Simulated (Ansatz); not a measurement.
Crystal: HfB.

```xyz
2
Lattice="0.0000 2.3100 2.3100 2.3100 0.0000 2.3100 2.3100 2.3100 0.0000" Properties=species:S:1:pos:R:3 pbc="T T T"
Hf    2.3100    2.3100    2.3100
B     0.0000    0.0000    0.0000
```

```yaml
Program: Ansatz 0.2.0
Task: relaxation of cell and atoms
Functional: r2SCAN
Potentials_or_basis: Ansatz PAW
Cutoff: "500 eV (not typed: the program's choice for these potentials)"
k_mesh: 10 × 10 × 10
Occupations: fermi-dirac, width 0.05 eV
Spin: no spin polarisation
```

At the start: volume 12.33 Å³/atom.

Question: Where does the relaxation end?

Answer: It ends after 5 steps and the volume is 14.05 Å³/atom (+14.0 %); space group Fm-3m (No. 225, to 0.05 Å).

Step by step:
```
step  energy change (eV)  largest force (eV/Å)  volume (Å³)
   1              0.0000                0.0000        24.65
   2             -0.2785                0.0000        28.44
   3             -0.2805                0.0000        28.16
   4             -0.2806                0.0000        28.11
   5             -0.2812                0.0000        28.11
```

Final structure:
```
Hf B
1.0
     0.00000    2.41323    2.41323
     2.41323    0.00000    2.41323
     2.41323    2.41323    0.00000
Hf B
1 1
Direct
  0.50000 0.50000 0.50000
  0.00000 0.00000 0.00000
```

Caveat: the plane-wave basis is chosen anew once the cell has moved, so the energies of steps on either side of that aren't comparable; the PAW data sets come from PBE, with cores solved anew for the run's functional, which leaves a small shift of forces and pressure.
